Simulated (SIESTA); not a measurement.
**BiTe under changes of volume**

One of the cells (33.725 Å³/atom); the others are scaled copies at fixed shape and fractional positions:

```
Bi Te
1.0
     2.42271    1.39875    3.31729
    -2.42271    1.39875    3.31729
     0.00000   -2.79750    3.31729
Bi Te
1 1
Cartesian
  0.0000 0.0000 4.9759
  0.0000 0.0000 0.0000
```

The cell comes from a database or a generator and needn't be the stable form of this composition.

| Quantity | Value |
| --- | --- |
| Program | SIESTA 5.4.2 |
| Functional | LDA |
| Potentials or basis | PseudoDojo 0.4 standard (LDA files) |
| Basis | DZP (energy shift 0.003 Ry; two zetas on semicore shells) |
| Grid cutoff | 500 Ry |
| Energy shift | 0.003 Ry |
| k mesh | 7 × 7 × 7 |
| Occupations | fermi-dirac, width 0.05 eV |
| Spin | no spin polarisation |

| volume (Å³/atom) | energy over the lowest point (meV/atom) | pressure (GPa) |
| --- | --- | --- |
| 31.701 | ? | ? |
| 32.376 | 0.00 | -0.6 |
| 33.050 | 4.65 | -1.6 |
| 33.725 | 13.50 | -2.6 |
| 34.399 | 26.10 | -3.4 |
| 35.074 | 42.12 | -4.2 |
| 35.748 | 61.14 | -4.8 |

Problem. What does the run at 31.701 Å³/atom give?

Solution. Energy over the lowest point 0.06 meV/atom; pressure 0.6 GPa.

Worked out: A Birch-Murnaghan fit of order 3 (a polynomial in V^(-2/3)) to the other rows has its minimum at 32.04 Å³/atom, just outside them, with B0 = V·E''(V) = 56 GPa and B' = 4.1 at fixed shape and positions, which overstates the stiffness. It gives 0.02 meV/atom at 31.701 Å³/atom, against the run's 0.06, and -dE/dV = 0.6 GPa, against 0.6.

Energies are extrapolated to zero smearing.

Caveats: the basis of atomic orbitals isn't converged, which shifts pressures, moduli and gaps.
